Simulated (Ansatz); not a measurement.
# C2H6InS radical: how energies converge with the basis set

One table from this session's results is given with a row withheld; the runs are named, their logs left out.

Method: one geometry, several basis sets; program: Ansatz 0.2.0, Gaussian basis.

The runs, in order: PBE0-D4/def2-SVP; ωB97M-V/def2-SVP; PBE0-D4/def2-QZVPP; ωB97M-V/def2-QZVPP; the functionals' def2-TZVPP values are taken from earlier runs.

## Structure used throughout

All runs share one geometry, relaxed beforehand with PBE0-D4 in a triple-zeta def2 set. In takes the def2 core potential; no spin-orbit term is included.

SMILES `C[CH2][In][SH]`, 10 atoms, charge 0, spin multiplicity 2.

Atoms are counted from 1 here; the program's logs count them from 0.

Bond lengths: C1–C2 1.514 Å, C1–H5 1.097 Å, C1–H6 1.093 Å, C1–H7 1.093 Å, C2–In3 2.233 Å, C2–H8 1.092 Å, C2–H9 1.092 Å, In3–S4 2.446 Å, S4–H10 1.345 Å. Angles: C2–C1–H5 111.0°, C2–C1–H6 112.1°, C2–C1–H7 112.1°, H5–C1–H6 106.9°, H5–C1–H7 106.9°, H6–C1–H7 107.4°, C1–C2–In3 111.7°, C1–C2–H8 112.9°, C1–C2–H9 112.9°, In3–C2–H8 105.4°, In3–C2–H9 105.4°, H8–C2–H9 108.0°, C2–In3–S4 114.5°, In3–S4–H10 93.0°.

Set-up of the first run:

Contents of in.yaml:

```yaml
crystal:
  periodic: [false, false, false]
  atoms:
    - {symbol: C, position_ang: [-0.396051, 0.807394, 0.523943]}
    - {symbol: C, position_ang: [-0.577640, -0.683307, 0.719872]}
    - {symbol: In, position_ang: [0.579976, -1.861547, -0.782109]}
    - {symbol: S, position_ang: [1.851933, -0.504949, -2.371702]}
    - {symbol: H, position_ang: [-0.969832, 1.374812, 1.266510]}
    - {symbol: H, position_ang: [-0.736406, 1.137338, -0.461055]}
    - {symbol: H, position_ang: [0.648617, 1.111674, 0.628637]}
    - {symbol: H, position_ang: [-1.614953, -1.003522, 0.603030]}
    - {symbol: H, position_ang: [-0.226311, -1.029383, 1.694049]}
    - {symbol: H, position_ang: [1.440646, 0.651480, -1.821176]}
basis:
  gaussian: {orbitals: def2-SVP}
magnetization: {spin_polarized: true, initial_magnetization: 1}
hamiltonian: {xc: pbe0, dispersion: d4}
output: {orbitals: {seedname: orbitals}}
```

Among the steps run: PBE0-D4 in def2-SVP; ωB97M-V in def2-SVP; PBE0-D4 in def2-QZVPP; ωB97M-V in def2-QZVPP.

One of the session's tables, all rows but one given; the rest of the session is left out.

It belongs to the step «Density functionals: the series». 

```
functional       basis  HOMO (eV)  LUMO (eV)
   PBE0-D4    def2-SVP      -5.49      -2.80
   PBE0-D4  def2-TZVPP      -5.55      -2.87
   PBE0-D4  def2-QZVPP      -5.57      -2.90
   ωB97M-V    def2-SVP      -7.43      -1.21
   ωB97M-V  def2-TZVPP      -7.51      -1.32
   ωB97M-V  def2-QZVPP          ?          ?
```

Q: Estimate the row for ωB97M-V, def2-QZVPP from the others.

**Answer.** HOMO (eV): -7.53; LUMO (eV): -1.38. In the column «HOMO (eV)» it is the lowest.
